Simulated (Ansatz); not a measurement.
# GaH2P: the cost of one run

Program: Ansatz 0.2.0, Gaussian basis. Level of theory: UKS PBE0/def2-TZVP. These are calculated values, not measurements.

### 1 The system as given

4 atoms, charge 0, spin multiplicity 3.

Atoms are counted from 1 here; the program's logs count them from 0.

Bond lengths: P1–Ga2 2.331 Å, Ga2–H3 1.594 Å, Ga2–H4 1.594 Å. Angles: P1–Ga2–H3 125.3°, P1–Ga2–H4 125.3°, H3–Ga2–H4 109.3°.

The start was built by rule and, where that kept it together, relaxed with GFN2-xTB. Sticks and bond lists go by distance. No spin-orbit coupling is included. 

### 2 Relaxation

The input, in.yaml:

```yaml
crystal:
  periodic: [false, false, false]
  atoms:
    - {symbol: P, position_ang: [-1.646278, -0.000685, -0.002099]}
    - {symbol: Ga, position_ang: [0.684879, 0.000285, 0.000873]}
    - {symbol: H, position_ang: [1.606505, 1.301027, -0.000602]}
    - {symbol: H, position_ang: [1.607581, -1.299690, 0.004701]}
basis:
  gaussian: {orbitals: def2-TZVP}
magnetization: {spin_polarized: true, initial_magnetization: 2}
hamiltonian: {xc: pbe0}
relax: {f_tol: 0.004, max_steps: 80}
```

Run with:

```
$ ansatz run in.yaml --threads 1 --pin off --events-out ev --progress --plain --max-ram 2176MiB
```

What time and memory should one allow on 1 thread of Intel Xeon Platinum 8559C, shared host?

About 15 s, with a peak of 0.25 GiB.
